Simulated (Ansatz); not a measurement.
# SnAs: the cost of one run

Method: DFT PBEsol, frozen-core PAW and all-electron LAPW, scalar-relativistic unless said, in Ansatz 0.2.0.

The COD entry's cell or inner coordinates are ideal or old and differ from later refinements, so a difference from it is no clean test against experiment.

1 further run of the same task is left out (it didn't finish).

### 1 The starting structure

Symmetry: Fm-3m, No. 225, cubic system. The conventional cell has a = 5.681 Å, b = 5.681 Å, c = 5.681 Å, α = 90.00°, β = 90.00°, γ = 90.00°. Sn (site symmetry m-3m) is surrounded by 6 As at 2.84 Å. As (site symmetry m-3m) is surrounded by 6 Sn at 2.84 Å.

Coordinates:

```
CELL_PARAMETERS angstrom
0.00000 2.84050 2.84050
2.84050 0.00000 2.84050
2.84050 2.84050 0.00000
ATOMIC_POSITIONS crystal
Sn 0.00000 0.00000 0.00000
As 0.50000 0.50000 0.50000
```

Cartesian axes are those of the input's lattice vectors. The structure goes back to a database entry.

### 2 Cell and atoms relaxed, PAW

input.yaml

```yaml
crystal:
  lattice:
    - [0.0, 2.8405, 2.8405]
    - [2.8405, 0.0, 2.8405]
    - [2.8405, 2.8405, 0.0]
  atoms:
    - { symbol: Sn, position: [0.0, 0.0, 0.0] }
    - { symbol: As, position: [0.5, 0.5, 0.5] }
kpoints:
  mp_grid: { grid: [14, 14, 14] }
scf:
  occupations: { method: fermi_dirac, width: 0.1 }
hamiltonian:
  xc: pbesol
  pseudopotentials: { kind: paw }
relax:
  f_tol: 0.002
  max_steps: 80
  cell: {}
output:
  forces: true
  stress: true
  write_density: true
  write_potential: true
  elf: true
  volumetric_format: npy
```

On the command line:

```console
$ ansatz run input.yaml --threads 1 --pin off --max-ram 2560MiB --backend cpu --events-out ev --progress --plain --runs-dir out
```

Q: Estimate wall time and peak memory on 1 thread of Arm Neoverse V1, shared host.

About 19 s, with a peak of 0.4 GiB.
